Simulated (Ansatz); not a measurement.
# K3Cd: the cost of one run

Program: Ansatz 0.2.0 through its Python package. Level of theory: DFT PBEsol, plane waves, PAW. These are calculated values, not measurements.

**1. Starting point**

Symmetry: Pm-3m, No. 221, cubic system. Conventional cell: a = 5.953 Å, b = 5.953 Å, c = 5.953 Å, α = 90.00°, β = 90.00°, γ = 90.00°. K (site symmetry 4/mmm) has 8 K at 4.21 Å and 4 Cd at 4.21 Å as nearest neighbours. Cd (site symmetry m-3m) is surrounded by 12 K at 4.21 Å.

k3cd.xyz, read by the script:

```xyz
4
Lattice="5.952904 0.0 0.0 0.0 5.952904 0.0 0.0 0.0 5.952904" Properties=species:S:1:pos:R:3 pbc="T T T"
K     0.00000000    2.97645200    2.97645200
K     2.97645200    0.00000000    2.97645200
K     2.97645200    2.97645200    0.00000000
Cd    0.00000000    0.00000000    0.00000000
```

**2. Script**

The input, smear.py:

```python
# -*- coding: utf-8 -*-
import csv
import logging
import sys

import ansatz as az

logging.basicConfig(stream=sys.stdout, format='%(levelname)s %(message)s')
logger = logging.getLogger('run')
logger.setLevel(logging.INFO)


def main():
    structure = az.Crystal.from_extxyz('k3cd.xyz')

    job = (
        structure.calculation()
        .functional('pbesol')
        .pseudopotentials('paw')
        .scf(tolerance=1e-08)
        .kpoints(4)
        .basis(510)
    )

    rows = []
    for value in [0.3, 0.2, 0.1, 0.05]:
        data = job.occupations('fermi_dirac', width=value).run(threads=1, pin='off').report
        rows.append((value, data['free_energy_ev'] / len(data['lattice']['sites']), data['n_iterations'], data['n_kpoints']))

    with open('smear.csv', 'w', newline='') as handle:
        writer = csv.writer(handle)
        writer.writerow(['width (eV)', 'F/atom (eV)', 'iterations', 'k-points'])
        writer.writerows([round(v, 5) if isinstance(v, float) else v for v in row] for row in rows)

    for row in rows[:-1]:
        shift = 1000 * (row[1] - rows[-1][1])
        logger.info(f'{row[0]}: {shift:+.2f} meV/atom' + ('  (within 1 meV)' if abs(shift) < 1 else ''))


if __name__ == '__main__':
    main()
```

**3. The input behind the calls**

The engine receives this input (first run):

```yaml
crystal:
  lattice:
    - [5.952904, 0.0, 0.0]
    - [0.0, 5.952904, 0.0]
    - [0.0, 0.0, 5.952904]
  atoms:
    - { symbol: K, position: [0.0, 0.5, 0.5] }
    - { symbol: K, position: [0.5, 0.0, 0.5] }
    - { symbol: K, position: [0.5, 0.5, 0.0] }
    - { symbol: Cd, position: [0.0, 0.0, 0.0] }
basis:
  ecutwfc: 510.0
kpoints:
  mp_grid:
    grid: [4, 4, 4]
hamiltonian:
  xc: pbesol
  pseudopotentials:
    kind: paw
scf:
  convergence:
    dr2_threshold: 1.0e-08
  occupations:
    method: fermi_dirac
    width: 0.3
```

**4. Launch**

Command:

```console
$ python smear.py
```

**Question.** How long does this script take on 1 thread of Arm Neoverse V2, shared host, and how much memory does it need?

About 11 s, with a peak of 0.48 GiB.
